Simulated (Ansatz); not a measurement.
# CH7Ga: the cost of one run

All numbers below are computed with Ansatz 0.2.0 (RKS r2SCANh/def2-SVP).

### Step 1. The structure to begin with

Bond lengths: Ga1–H3 1.535 Å, Ga1–H4 1.537 Å, Ga1–H5 1.764 Å, Ga1–C6 2.298 Å, C6–H7 1.098 Å, C6–H8 1.106 Å, C6–H9 1.098 Å. Angles: H3–Ga1–H4 124.9°, H3–Ga1–H5 114.6°, H3–Ga1–C6 118.2°, H4–Ga1–H5 115.8°, H4–Ga1–C6 114.9°, H5–Ga1–C6 37.7°, Ga1–C6–H7 114.2°, Ga1–C6–H8 106.5°, Ga1–C6–H9 118.5°, H7–C6–H8 103.6°, H7–C6–H9 109.0°, H8–C6–H9 103.3°.

Structure file:

```xyz
9

Ga   -1.0516    0.5396   -0.4946
H     0.8387    1.1084   -0.9165
H    -1.5974    0.0079   -1.8275
H    -1.7150    1.6369    0.3522
H     0.6910    0.3603   -0.2913
C     0.5308   -0.7106    0.6079
H     1.0693   -0.1650    1.3935
H    -0.0185   -1.4930    1.1636
H     1.2527   -1.2845    0.0126
```

### Step 2. Pulling towards end A

Springs on the bonds that form and break draw the guess towards this end; the thresholds are loose.

The input, input.yaml:

```yaml
crystal:
  periodic: [false, false, false]
  atoms:
    - { symbol: Ga, position_ang: [-1.0516, 0.5396, -0.4946] }
    - { symbol: H, position_ang: [0.8387, 1.1084, -0.9165] }
    - { symbol: H, position_ang: [-1.5974, 0.0079, -1.8275] }
    - { symbol: H, position_ang: [-1.715, 1.6369, 0.3522] }
    - { symbol: H, position_ang: [0.691, 0.3603, -0.2913] }
    - { symbol: C, position_ang: [0.5308, -0.7106, 0.6079] }
    - { symbol: H, position_ang: [1.0693, -0.165, 1.3935] }
    - { symbol: H, position_ang: [-0.0185, -1.493, 1.1636] }
    - { symbol: H, position_ang: [1.2527, -1.2845, 0.0126] }
basis:
  gaussian: { orbitals: def2-SVP }
hamiltonian:
  xc: r2scanh
relax:
  f_tol: 0.15
  max_steps: 25
  restrain:
    - { distance: [0, 5], at: 3.28, k: 30.0 }
    - { distance: [4, 1], at: 1.92, k: 30.0 }
    - { distance: [0, 1], at: 1.53, k: 30.0 }
    - { distance: [4, 5], at: 1.07, k: 30.0 }
```

Launch:

```sh
ansatz run input.yaml --threads 2 --pin off --max-ram 3072MiB --backend cpu --events-out ev --progress --plain --runs-dir out
```

**Question.** How long does this run take on 2 threads of Arm Neoverse V2, shared host, and how much memory does it need?

About 20 s, with a peak of 0.17 GiB.
